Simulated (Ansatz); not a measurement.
## BrI: a search for lower mean-field states, step by step

Program: Ansatz 0.2.0, Python API.

At the Python prompt:
```pycon
>>> import warnings
>>> import ansatz as az
>>> import numpy as np
>>> GEOMETRY = """
... I     0.00000    0.00000    0.00000
... Br    0.00000    0.00000    2.42500
... """
>>> warnings.simplefilter("ignore", az.DeckWarning)
>>> molecule = az.Crystal.molecule()
>>> for line in GEOMETRY.strip().splitlines():
...     symbol, *xyz = line.split()
...     molecule = molecule.atom(symbol, [float(v) for v in xyz])
...
>>> symbols = [site.symbol for site in molecule.cartesian_sites]
>>> start = np.array([site.position_ang for site in molecule.cartesian_sites])
>>> for factor in [1.0, 1.3]:
...     xyz = (start - start.mean(axis=0)) * factor
...     scaled = az.Crystal.molecule()
...     for symbol, place in zip(symbols, xyz):
...         scaled = scaled.atom(symbol, place.tolist())
...     calculation = (
...         scaled.calculation()
...         .basis(gaussian="def2-TZVP")
...         .functional("hf")
...         .spin("collinear")
...     )
...     for search in ("off", "standard"):
...         try:
...             data = calculation.scf(lower_state_search=search).run(threads=1).report
...         except az.AnsatzError as error:
...             print(f"x{factor} search {search}: {type(error).__name__}")
...             continue
...         state = data["mean_field"]["state"]
...         print(f"all distances x{factor}, search {search:8s} E = {data['free_energy_ev']:.5f} eV  <S^2> = {abs(state['spin_squared']):.3f}  other states met: {len(data['mean_field']['others'])}")
...
all distances x1.0, search off      E = -78071.68901 eV  <S^2> = 0.000  other states met: 0
all distances x1.0, search standard E = -78071.68901 eV  <S^2> = 0.000  other states met: 0
all distances x1.3, search off      E = -78070.08695 eV  <S^2> = 0.000  other states met: 0
all distances x1.3, search standard E = -78071.05350 eV  <S^2> = 0.810  other states met: 6
```

Reading the output:
- These settings explore the input space; basis and method may be short of convergence.
- The count of other states can hold repeated and symmetry-equivalent ends of the search; scaling all distances is a test, and for more than two atoms no physical path.
- def2 sets replace the cores of elements past krypton by effective core potentials.
- The expectation value of S² is noticeably off S(S+1) in at least one run, so that state is spin-contaminated.
- The spin state was assumed, and another may lie lower.
- Wall time of the script: 23 s on 1 thread of Arm Neoverse V2 (shared host), peak memory 0.35 GiB.
